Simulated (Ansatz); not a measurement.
# C2HF2Ge radical: small, medium and large basis sets

How large a basis does C2HF2Ge radical need? Two functionals are run in growing sets.

Method: one geometry, several basis sets; program: Ansatz 0.2.0, Gaussian basis.

The runs, in order: PBE0-D4/def2-SVP; ωB97M-V/def2-SVP; PBE0-D4/def2-QZVPP; ωB97M-V/def2-QZVPP; the functionals' def2-TZVPP values are taken from earlier runs.

## Step 1: The relaxed structure

An earlier PBE0-D4 in a triple-zeta def2 set relaxation fixed the geometry.

SMILES `C#[C][Ge]([F])[F]`, 6 atoms, charge 0, spin multiplicity 2.

Atoms are counted from 1 here; the program's logs count them from 0.

Bond lengths: C1–C2 1.206 Å, C1–H6 1.067 Å, C2–Ge3 1.892 Å, Ge3–F4 1.728 Å, Ge3–F5 1.728 Å. Angles: C2–C1–H6 178.2°, C1–C2–Ge3 171.1°, C2–Ge3–F4 108.5°, C2–Ge3–F5 108.5°, F4–Ge3–F5 104.7°.

As a file:

| atom | x (Å) | y (Å) | z (Å) |
| --- | --- | --- | --- |
| C1 | -0.1901 | 0.5184 | 1.6929 |
| C2 | -0.1314 | 0.2042 | 0.5303 |
| Ge3 | -0.2896 | -0.1397 | -1.3231 |
| F4 | -0.2766 | -1.8506 | -1.5651 |
| F5 | 1.1429 | 0.4241 | -2.1082 |
| H6 | -0.2132 | 0.7797 | 2.7270 |

## Step 2: PBE0-D4 in def2-SVP

The input, in.yaml:

```yaml
crystal:
  periodic: [false, false, false]
  atoms:
    - {symbol: C, position_ang: [-0.190100, 0.518382, 1.692948]}
    - {symbol: C, position_ang: [-0.131417, 0.204157, 0.530329]}
    - {symbol: Ge, position_ang: [-0.289598, -0.139669, -1.323139]}
    - {symbol: F, position_ang: [-0.276601, -1.850641, -1.565139]}
    - {symbol: F, position_ang: [1.142887, 0.424070, -2.108219]}
    - {symbol: H, position_ang: [-0.213171, 0.779702, 2.727020]}
basis:
  gaussian: {orbitals: def2-SVP}
magnetization: {spin_polarized: true, initial_magnetization: 1}
hamiltonian: {xc: pbe0, dispersion: d4}
output: {orbitals: {seedname: orbitals}}
```

The runs that follow: ωB97M-V in def2-SVP; PBE0-D4 in def2-QZVPP; ωB97M-V in def2-QZVPP.

Before running them: what should the planned runs give, taken together? Wanted: PBE0-D4: double and triple zeta above quadruple; ωB97M-V: double and triple zeta above quadruple.

As calculated:

| quantity | value |
| --- | --- |
| PBE0-D4: double and triple zeta above quadruple | 18.11, 1.65 eV |
| ωB97M-V: double and triple zeta above quadruple | 18.23, 1.59 eV |

For PBE0-D4 the step from double to triple zeta gains 16.45 eV and the next only 1.65 eV. Total energies overstate the basis error of differences, where much of it tends to cancel.
